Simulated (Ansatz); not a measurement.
# ClGaH5N: the cost of one run

All numbers below are computed with Ansatz 0.2.0 (RKS r2SCAN/def2-SVP).

## Step 1: The system as given

Bond lengths: Ga1–Cl2 2.590 Å, Ga1–H3 1.570 Å, Ga1–H4 1.570 Å, Ga1–N5 2.230 Å, N5–H6 1.060 Å, N5–H7 1.060 Å. Angles: Cl2–Ga1–H3 120.0°, Cl2–Ga1–H4 120.0°, Cl2–Ga1–N5 71.6°, H3–Ga1–H4 120.0°, H3–Ga1–N5 97.0°, H4–Ga1–N5 101.2°, Ga1–N5–H6 120.0°, Ga1–N5–H7 120.0°, H6–N5–H7 120.0°.

Structure file:

```xyz
8

Ga    0.0000    0.0000    0.0000
Cl    0.0000    0.0000    2.5900
H     1.3596    0.0000   -0.7850
H    -1.3596    0.0000   -0.7850
N     0.0932   -2.1142    0.7032
H    -0.4251   -2.8722    0.1737
H     0.6559   -2.3611    1.5669
H     0.0648   -1.4688    1.8808
```

## Step 2: A restrained relaxation towards end A

Springs on the bonds that form and break draw the guess towards this end; the thresholds are loose.

File input.yaml:

```yaml
crystal:
  periodic: [false, false, false]
  atoms:
    - { symbol: Ga, position_ang: [0.0, 0.0, 0.0] }
    - { symbol: Cl, position_ang: [0.0, 0.0, 2.59] }
    - { symbol: H, position_ang: [1.3596, 0.0, -0.785] }
    - { symbol: H, position_ang: [-1.3596, 0.0, -0.785] }
    - { symbol: "N", position_ang: [0.0932, -2.1142, 0.7032] }
    - { symbol: H, position_ang: [-0.4251, -2.8722, 0.1737] }
    - { symbol: H, position_ang: [0.6559, -2.3611, 1.5669] }
    - { symbol: H, position_ang: [0.0648, -1.4688, 1.8808] }
basis:
  gaussian: { orbitals: def2-SVP }
hamiltonian:
  xc: r2scan
relax:
  f_tol: 0.15
  max_steps: 25
  restrain:
    - { distance: [0, 4], at: 3.13, k: 30.0 }
    - { distance: [7, 1], at: 2.57, k: 30.0 }
    - { distance: [0, 1], at: 2.24, k: 30.0 }
    - { distance: [7, 4], at: 1.06, k: 30.0 }
```

Launch:

```
ansatz run input.yaml --threads 2 --pin off --max-ram 3072MiB --backend cpu --events-out ev --progress --plain --runs-dir out
```

What time and memory should one allow on 2 threads of Arm Neoverse V1, shared host?

About 30 s, with a peak of 0.15 GiB.
